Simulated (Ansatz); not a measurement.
# Al2H4O2: the cost of one run

Method: UKS r2SCAN/STO-3G, in Ansatz 0.2.0.

### Step 1. Starting point

Bond lengths: O1–Al2 1.637 Å, Al2–O3 1.699 Å, O3–Al4 1.674 Å, O1–H5 0.947 Å, Al2–H6 1.500 Å, Al4–H7 1.536 Å, Al4–H8 1.535 Å. Angles: O1–Al2–O3 126.2°, O1–Al2–H6 119.6°, O3–Al2–H6 114.2°, Al2–O1–H5 178.4°, Al2–O3–Al4 177.6°, O3–Al4–H7 119.2°, O3–Al4–H8 119.2°, H7–Al4–H8 121.6°.

As a file:

```xyz
8

O    -0.7161    2.3026   -0.6398
Al    0.1228    1.2527    0.2940
O     0.1373   -0.4390    0.1359
Al    0.2027   -2.1084    0.0260
H    -1.1827    2.9285   -1.1754
H     0.9819    1.7744    1.4077
H     0.5141   -2.7591   -1.3301
H    -0.0600   -2.9516    1.2816
```

### Step 2. Relaxing the start

input.yaml reads:

```yaml
crystal:
  periodic: [false, false, false]
  atoms:
    - { symbol: O, position_ang: [-0.71609, 2.30261, -0.63979] }
    - { symbol: Al, position_ang: [0.12283, 1.25266, 0.29405] }
    - { symbol: O, position_ang: [0.13728, -0.43905, 0.13586] }
    - { symbol: Al, position_ang: [0.20266, -2.10835, 0.02598] }
    - { symbol: H, position_ang: [-1.18266, 2.92846, -1.17538] }
    - { symbol: H, position_ang: [0.98191, 1.77437, 1.40774] }
    - { symbol: H, position_ang: [0.51405, -2.75913, -1.33009] }
    - { symbol: H, position_ang: [-0.05999, -2.95157, 1.28162] }
magnetization:
  spin_polarized: true
basis:
  gaussian: { orbitals: STO-3G }
hamiltonian:
  xc: r2scan
relax:
  f_tol: 0.02
  max_steps: 40
```

Started as:

```console
ansatz run input.yaml --threads 1 --pin off --max-ram 2048MiB --backend cpu --events-out ev --progress --plain --runs-dir out
```

Q: Estimate wall time and peak memory on 1 thread of Arm Neoverse V1, shared host.

About 86 s, with a peak of 0.17 GiB.
